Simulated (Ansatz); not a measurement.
# Si5Ge: the cost of one run

Method: DFT PBE, scalar-relativistic, plane waves, PAW, in Ansatz 0.2.0.

### Step 1. The system as given

It takes space group P-6m2 (No. 187, hexagonal). The conventional cell has a = 2.828 Å, b = 2.828 Å, c = 13.756 Å, α = 90.00°, β = 90.00°, γ = 120.00°. Si (site symmetry 3m) is surrounded by 12 Si at 2.81 to 2.83 Å. Around Si (site symmetry 3m) lie 9 Si at 2.81 to 2.83 Å and 3 Ge at 2.81 Å. Si (site symmetry -6m2) is surrounded by 12 Si at 2.81 to 2.83 Å. Ge (site symmetry -6m2) has 6 Si at 2.81 Å and 6 Ge at 2.83 Å as nearest neighbours.

As a file:

```cif
data_structure
_symmetry_space_group_name_H-M 'P 1'
_symmetry_Int_Tables_number 1
_cell_length_a 2.8278
_cell_length_b 2.8278
_cell_length_c 13.7564
_cell_angle_alpha 90.000
_cell_angle_beta 90.000
_cell_angle_gamma 120.000
_cell_volume 95.26
loop_
_atom_site_label
_atom_site_type_symbol
_atom_site_fract_x
_atom_site_fract_y
_atom_site_fract_z
_atom_site_occupancy
Si1 Si 0.66667 0.33333 0.83333 1
Si2 Si 0.66667 0.33333 0.16667 1
Si3 Si 0.33333 0.66667 0.66667 1
Si4 Si 0.33333 0.66667 0.00000 1
Si5 Si 0.33333 0.66667 0.33333 1
Ge1 Ge 0.66667 0.33333 0.50000 1
```

The start is an ordering of an alloy on its end members' structure types: elements ordered on the sites of the Rh type, Si/Ge on Rh (P-6m2, No. 187).

### Step 2. A first look at the guess

Input file input.yaml:

```yaml
crystal:
  lattice:
    - [2.82779139, 0.0, 0.0]
    - [-1.41389569, 2.44893918, 0.0]
    - [0.0, 0.0, 13.75643338]
  atoms:
    - { symbol: Si, position: [0.66666667, 0.33333333, 0.83333333] }
    - { symbol: Si, position: [0.66666667, 0.33333333, 0.16666667] }
    - { symbol: Si, position: [0.33333333, 0.66666667, 0.66666667] }
    - { symbol: Si, position: [0.33333333, 0.66666667, 0.0] }
    - { symbol: Si, position: [0.33333333, 0.66666667, 0.33333333] }
    - { symbol: Ge, position: [0.66666667, 0.33333333, 0.5] }
basis:
  ecutwfc: 420
kpoints:
  mp_grid: { grid: [6, 6, 2] }
hamiltonian:
  xc: pbe
scf:
  occupations: { method: gaussian, width: 0.1 }
  lower_state_search: "off"
output:
  forces: true
  stress: true
  eigenvalues: true
```

On the command line:

```sh
> ansatz run input.yaml --threads 1 --pin off --max-ram 2560MiB --backend cpu --events-out ev --progress --plain --runs-dir out
```

What time and memory should one allow on 1 thread of AMD EPYC (Zen 3), shared host?

About 5 s, with a peak of 0.34 GiB.
